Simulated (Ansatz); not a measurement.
# F4H2In2: the cost of one run

Program: Ansatz 0.2.0, Gaussian basis. Level of theory: RKS PBE0-D4/def2-TZVP. These are calculated values, not measurements.

Plan: relaxation at PBE0-D4/def2-TZVP; harmonic vibrations at the same level; a single point in def2-TZVPP for the fields.

1 further run of the same task is left out (for a known fault of the program).

## 1. Where the work starts

SMILES `[F][InH-]1[F+][InH-]([F])[F+]1`, 8 atoms, charge 0, spin multiplicity 1.

Atoms are counted from 1 here; the program's logs count them from 0.

Bond lengths: F1–In2 1.942 Å, In2–F3 2.229 Å, In2–F6 2.220 Å, In2–H7 1.648 Å, F3–In4 2.217 Å, In4–F5 1.942 Å, In4–F6 2.231 Å, In4–H8 1.645 Å. Angles: F1–In2–F3 113.4°, F1–In2–F6 113.0°, F1–In2–H7 135.4°, F3–In2–F6 73.3°, F3–In2–H7 101.8°, F6–In2–H7 102.4°, In2–F3–In4 106.8°, F3–In4–F5 112.9°, F3–In4–F6 73.3°, F3–In4–H8 103.0°, F5–In4–F6 113.8°, F5–In4–H8 134.8°, F6–In4–H8 101.9°, In2–F6–In4 106.6°.

As a file:

```xyz
8
charge 0, multiplicity 1
F     2.97707   -0.89714    0.83052
In    1.62785    0.47335    0.56329
F     0.38655    0.14790   -1.25916
In   -1.63873   -0.42033   -0.56037
F    -2.07435   -2.27589   -0.93505
F    -0.38674   -0.14158    1.26509
H     1.57294    2.11260    0.72014
H    -2.46459    1.00109   -0.62446
```

The start is a GFN2-xTB geometry. In takes the def2 core potential; no spin-orbit term is included.

## 2. Geometry optimisation, PBE0-D4/def2-TZVP

in.yaml

```yaml
crystal:
  periodic: [false, false, false]
  atoms:
    - {symbol: F, position_ang: [2.977070, -0.897140, 0.830520]}
    - {symbol: In, position_ang: [1.627850, 0.473350, 0.563290]}
    - {symbol: F, position_ang: [0.386550, 0.147900, -1.259160]}
    - {symbol: In, position_ang: [-1.638730, -0.420330, -0.560370]}
    - {symbol: F, position_ang: [-2.074350, -2.275890, -0.935050]}
    - {symbol: F, position_ang: [-0.386740, -0.141580, 1.265090]}
    - {symbol: H, position_ang: [1.572940, 2.112600, 0.720140]}
    - {symbol: H, position_ang: [-2.464590, 1.001090, -0.624460]}
basis:
  gaussian: {orbitals: def2-TZVP}
hamiltonian: {xc: pbe0, dispersion: d4}
relax: {f_tol: 0.005, max_steps: 150}
```

Launch:

```bash
ansatz run in.yaml --threads 4 --pin off --events-out ev --progress --plain --max-ram 10444MiB
```

**Question.** How long does this run take on 4 threads of Arm Neoverse V1, shared host, and how much memory does it need?

About 63 s, with a peak of 0.8 GiB.
